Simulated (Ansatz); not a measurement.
# BHOSe: one structure at several levels

The task here is to estimate one member of a computed series from the others.

Computed with Ansatz 0.2.0, Gaussian basis. Level: single points in def2-TZVPP.

Cores are frozen in the correlated methods. Filled d shells of the heavier atoms are correlated.

## The system as given

SMILES `B1O[Se]1`, 4 atoms, charge 0, spin multiplicity 1.

Atoms are counted from 1 here; the program's logs count them from 0.

Bond lengths: B1–O2 1.252 Å, B1–Se3 1.900 Å, B1–H4 1.186 Å, O2–Se3 1.984 Å. Angles: O2–B1–Se3 74.9°, O2–B1–H4 144.1°, Se3–B1–H4 141.0°, B1–O2–Se3 67.6°, B1–Se3–O2 37.5°.

Coordinates:

```mol
BHOSe
  3D, bonds by distance, orders not assigned

  4  4  0  0  0  0  0  0  0  0999 V2000
   -0.2403    0.2437   -0.1395 B   0  0
   -0.4914   -0.9341    0.2017 O   0  0
    1.4236   -0.4723    0.4345 Se  0  0
   -0.7164    1.2441   -0.5639 H   0  0
  1  2  8  0
  1  3  8  0
  1  4  8  0
  2  3  8  0
M  END
```

Set-up of the first run:

Contents of run/in.yaml:

```yaml
crystal:
  periodic: [false, false, false]
  atoms:
    - {symbol: B, position_ang: [-0.240300, 0.243700, -0.139500]}
    - {symbol: O, position_ang: [-0.491400, -0.934100, 0.201700]}
    - {symbol: Se, position_ang: [1.423600, -0.472300, 0.434500]}
    - {symbol: H, position_ang: [-0.716400, 1.244100, -0.563900]}
basis:
  gaussian: {orbitals: def2-TZVPP}
correlation: {method: ccsd_t}
output: {forces: true}
```

No record of the launch command was kept for these runs.

Among the steps run: CCSD(T)/def2-TZVPP; PBE0-D4/def2-TZVPP; wB97M-V/def2-TZVPP; r2SCAN-D4/def2-TZVPP; PBE-D4/def2-TZVPP; BHLYP-D4/def2-TZVPP; revPBE-D4/def2-TZVPP.

One of the session's tables, all rows but one given; the rest of the session is left out.

| method | RMS force component (eV/Å) | angle to CCSD(T) forces (°) | dipole (D) |
| --- | --- | --- | --- |
| CCSD(T) | 1.775 | reference | 1.42 |
| PBE0-D4 | 1.447 | 5.4 | 1.44 |
| wB97M-V | 1.460 | 7.7 | 1.49 |
| r2SCAN-D4 | 1.595 | 2.4 | 1.39 |
| PBE-D4 | 1.781 | 3.7 | 1.29 |
| BHLYP-D4 | 1.212 | 12.8 | 1.63 |
| revPBE-D4 | ? | ? | ? |

Estimate the missing values for revPBE-D4.

**Answer.** RMS force component (eV/Å): 1.903; angle to CCSD(T) forces (°): 4.3; dipole (D): 1.27. In the column «RMS force component (eV/Å)» it is the highest.
